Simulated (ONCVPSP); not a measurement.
**An ONCV potential for molybdenum, from input to tests**

Do these settings give a usable potential? It is generated, then checked for transferability, scattering, ghosts and hardness.

Method: ONCVPSP 4.0.1, revPBE, scalar-relativistic.

## 1. Starting point

The settings as typed:

- element: molybdenum (Mo, Z = 42)
- type: optimised norm-conserving Vanderbilt (ONCV)
- frozen core: [Kr]
- valence charge: 6
- reference configuration: 4d6
- partial waves: s scattering state at 0.34 Ha: rc 2.35 bohr, ncon 5, nbas 8, qcut 2.4 1/bohr, 1 projector; p scattering state at 0.05 Ha: rc 2.65 bohr, ncon 4, nbas 7, qcut 2.8 1/bohr, 2 projectors, debl 2.7 Ha; 4d: rc 2.40 bohr, ncon 3, nbas 7, qcut 6.6 1/bohr, 1 projector; f scattering state at 0.33 Ha: rc 2.30 bohr, ncon 4, nbas 9, qcut 5.1 1/bohr, 2 projectors, debl 2.7 Ha
- local potential: polynomial inside 1.75 bohr (lpopt 1, dvloc0 0 Ha)
- core correction: Teter function, fcfact 4.5, rcfact 1.15

## 2. Generating the potential

File Mo.dat:

```
# ATOM AND REFERENCE CONFIGURATION
# atsym  z   nc   nv     iexc    psfile
  Mo 42.00    8    1  -102130      upf
#
#   n    l    f
    1    0    2.00
    2    0    2.00
    2    1    6.00
    3    0    2.00
    3    1    6.00
    3    2   10.00
    4    0    2.00
    4    1    6.00
    4    2    6.00
#
# PSEUDOPOTENTIAL AND OPTIMIZATION
# lmax
    3
#
#   l,   rc,      ep,       ncon, nbas, qcut
    0    2.35    0.34    5    8    2.40
    1    2.65    0.05    4    7    2.80
    2    2.40    0.00    3    7    6.60
    3    2.30    0.33    4    9    5.10
#
# LOCAL POTENTIAL
# lloc, lpopt,  rc(5),   dvloc0
    4    1    1.75    0.00
#
# VANDERBILT-KLEINMAN-BYLANDER PROJECTORs
# l, nproj, debl
    0    1    3.40
    1    2    2.70
    2    1    1.20
    3    2    2.70
#
# MODEL CORE CHARGE
# icmod, fcfact, rcfact
    3    4.50    1.15
#
# LOG DERIVATIVE ANALYSIS
# epsh1, epsh2, depsh
   -2.00    5.00    0.02
#
# OUTPUT GRID
# rlmax, drl
    6.00    0.01
#
# TEST CONFIGURATIONS
# ncnf
    4
# nvcnf
#   n    l    f
    2
    4    2    5.00
    5    0    1.00
#
    1
    4    2    5.00
#
    1
    4    2    4.00
#
    2
    4    2    4.00
    5    0    1.00
#
```

Command:

```sh
oncvpsp.x < Mo.dat > Mo.out
```

What does the calculation give? Wanted: cutoffs for 1 and 0.1 mHa per electron, occupied waves; bound ghosts; GHOST(+) flags; largest test error; largest phase difference near zero energy, channels read; rms error of d²Exc/dn², without and with the model core; projector energies reset by the program.

**Answer**, as computed:

| quantity | value |
| --- | --- |
| cutoffs for 1 and 0.1 mHa per electron, occupied waves | 14 Ha and 17 Ha |
| bound ghosts | s at -20.28 eV |
| GHOST(+) flags | p at 77 eV |
| largest test error (AE − PS) | -23 meV, for 4d5 5s1 (2 tests unsolved) |
| largest phase difference near zero energy, channels read | 0.036 rad |
| rms error of d²Exc/dn², without and with the model core | 10.26 and 5.32 mHa |
| projector energies reset by the program | s: 0.050 Ha |

It has a bound ghost (s), a state that the atom doesn't have, and that rules the file out. The worst unpolarised test, 4d5 5s1, is off by 23 meV on 0.7 eV; by total energies transferability rates as good where solved. Atomic tests can pass in spite of a ghost, since they solve only for the levels asked. Of the tests 2 gave no usable energy difference, which is a warning in itself. By its cutoff, 14 Ha for the looser tolerance, it is soft on the atom at that tolerance. Near zero energy the largest phase difference among the channels read is 0.04 rad, in the s channel. The pseudo curves have a pole with no partner nearby in the atom's: s at -0.73 Ha. The program also flags highly localised states, GHOST(+) (p). All of this concerns the isolated atom, not yet a solid.
